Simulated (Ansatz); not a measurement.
Run this with the Ansatz DFT code, driven from Python and show what comes out.

Script `states_brmg.py`:
```python
"""Does a wider search find a lower mean-field state of BrMg?"""

import ansatz
from ase import Atoms
import numpy as np


def main() -> None:
    atoms = Atoms(["Mg", "Br"], positions=[
        (0.0, 0.0, 0.0),
        (0.0, 0.0, 2.47),
    ])
    mol = ansatz.Crystal.molecule_from_ase(atoms)
    symbols = [site.symbol for site in mol.cartesian_sites]

    start = np.array([site.position_ang for site in mol.cartesian_sites])
    for factor in [1.0, 1.3]:
        xyz = (start - start.mean(axis=0)) * factor
        scaled = ansatz.Crystal.molecule()
        for symbol, place in zip(symbols, xyz):
            scaled = scaled.atom(symbol, place.tolist())
        base = (
            scaled.calculation()
            .basis(gaussian="def2-SVP")
            .functional("hf")
            .spin("collinear", total=1)
        )
        for search in ("off", "standard"):
            try:
                report = base.scf(lower_state_search=search).run(threads=1).report
            except ansatz.AnsatzError as error:
                print(f"x{factor} search {search}: {type(error).__name__}")
                continue
            state = report["mean_field"]["state"]
            print(f"all distances x{factor}, search {search:8s} E = {report['free_energy_ev']:.5f} eV  <S^2> = {abs(state['spin_squared']):.3f}  other states met: {len(report['mean_field']['others'])}")


if __name__ == "__main__":
    main()
```

`python states_brmg.py` gives:
```text
all distances x1.0, search off      E = -75422.02398 eV  <S^2> = 0.751  other states met: 0
all distances x1.0, search standard E = -75422.02398 eV  <S^2> = 0.751  other states met: 0
all distances x1.3, search off      E = -75420.74387 eV  <S^2> = 0.762  other states met: 0
all distances x1.3, search standard E = -75420.74387 eV  <S^2> = 0.762  other states met: 0
```

Reading the output:
- Total energies depend on the basis set; only differences at equal settings carry meaning.
- The count of other states can hold repeated and symmetry-equivalent ends of the search; scaling all distances is a test, and for more than two atoms no physical path.
- The run takes the species as open-shell (spin multiplicity 2), which needn't be its ground state.
- The spin state was assumed, and another may lie lower.
- Finished in 2.1 s on 1 thread of Arm Neoverse V1, with other jobs on the host, peak memory 0.15 GiB.
